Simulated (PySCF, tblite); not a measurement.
# C6H10O2Si: geometry, infrared bands and NMR shifts

Wanted: the infrared bands and NMR shifts of C6H10O2Si (`C=C[C@@H]1COCC(=O)[SiH2]1`), by calculation.

Computed with tblite 0.8.0 and PySCF 2.14.0, with density-fitted response routines of our own, on a single molecule in the gas phase. Atoms are numbered from 0 throughout.

## Step 1: The starting structure

19 atoms, charge 0, multiplicity 1; geometry from: force field or distance geometry start.

Bonds of the start (Å): C0–C1 1.35, C1–C2 1.51, C2–C3 1.54, C3–O4 1.43, O4–C5 1.43, C5–C6 1.52, C6–O7 1.21, C6–Si8 1.88, Si8–C2 1.92, C0–H9 1.08, C0–H10 1.08, C1–H11 1.09, C2–H12 1.10, C3–H13 1.09, C3–H14 1.10, C5–H15 1.10, C5–H16 1.09, Si8–H17 1.49, Si8–H18 1.50.

## Step 2: Relaxing the molecule with GFN2-xTB

What the job is given:

```
{"job": {"kind": "relax", "xc": "GFN2-xTB", "basis": "xTB"}, "charge": 0, "multiplicity": 1}
C      2.925200    -0.826000     0.304200
C      1.595200    -0.803200     0.046800
C      0.688000     0.335200     0.433800
C     -0.459800    -0.141300     1.342600
O     -1.346900    -1.037200     0.667200
C     -2.297900    -0.377300    -0.171500
C     -1.739400     0.393900    -1.359100
O     -2.318500     0.577000    -2.411400
Si    -0.066800     1.219400    -1.096300
H      3.418500     0.004800     0.794100
H      3.519400    -1.682100     0.022800
H      1.147300    -1.682800    -0.419900
H      1.250500     1.097800     0.986400
H     -1.022300     0.687700     1.775700
H     -0.041300    -0.699100     2.197400
H     -2.912600     0.300000     0.447400
H     -2.951400    -1.151200    -0.565600
H      0.850000     1.129800    -2.265900
H     -0.247100     2.663800    -0.736300
```

Launch:

```console
> OMP_NUM_THREADS=1 python probes_run.py task.json out
```

One launch serves the whole session: the jobs run in the order shown.

**Question.** This job is followed by: GFN2-xTB harmonic vibrations, gas phase; GIAO PBE0/pcSseg-1 NMR shielding, non-relativistic, gas phase. Predict these results of the whole session: strongest single infrared mode (GFN2-xTB); zero-point energy (GFN2-xTB); 13C shifts against TMS (PBE0/pcSseg-1); 1H shifts against TMS (PBE0/pcSseg-1); 17O shifts against H2O (PBE0/pcSseg-1); 29Si shifts against TMS (PBE0/pcSseg-1); surface potential, 1st and 99th percentile.

The runs gave:

| quantity | value |
| --- | --- |
| strongest single infrared mode (GFN2-xTB) | 2236 cm⁻¹, 268 km/mol |
| zero-point energy (GFN2-xTB) | 89.7 kcal/mol |
| 13C shifts against TMS (PBE0/pcSseg-1) | 249.3, 148.6, 119.0, 90.7, 74.6, 37.0 ppm |
| 1H shifts against TMS (PBE0/pcSseg-1) | 6.82, 5.40, 5.36, 4.43, 4.42, 4.40, 3.96, 3.87, 3.78, 2.40 ppm |
| 17O shifts against H2O (PBE0/pcSseg-1) | 866.7, 37.9 ppm |
| 29Si shifts against TMS (PBE0/pcSseg-1) | -66.8 ppm |
| surface potential, 1st and 99th percentile | -1.50 V and 1.28 V |

What this shows: Over 73 steps the energy fell by 0.207 eV; of the close pairs, C6–Si8 changed most, 1.884 to 1.926 Å. No mode is imaginary among the 51: a minimum at this level. The strongest single mode, at 2236 cm⁻¹, moves mainly H18. GFN2-xTB is a fitted tight-binding method: band positions and strengths are rough. Its intensities can rank the bands wrongly. The most deshielded hydrogen is H11 (hydrogen on an alkene CH), at 6.82 ppm: attached to an sp2 carbon and in the plane of the double bond. At PBE0/pcSseg-1: Shielding is most anisotropic at O7 (span 1867 ppm, paramagnetic term -926 ppm). At PBE0/pcSseg-1, counted by nearest atom on the grid, the HOMO lies on O7 42 %; C6 14 %, the LUMO on C6 42 %; O7 28 %.
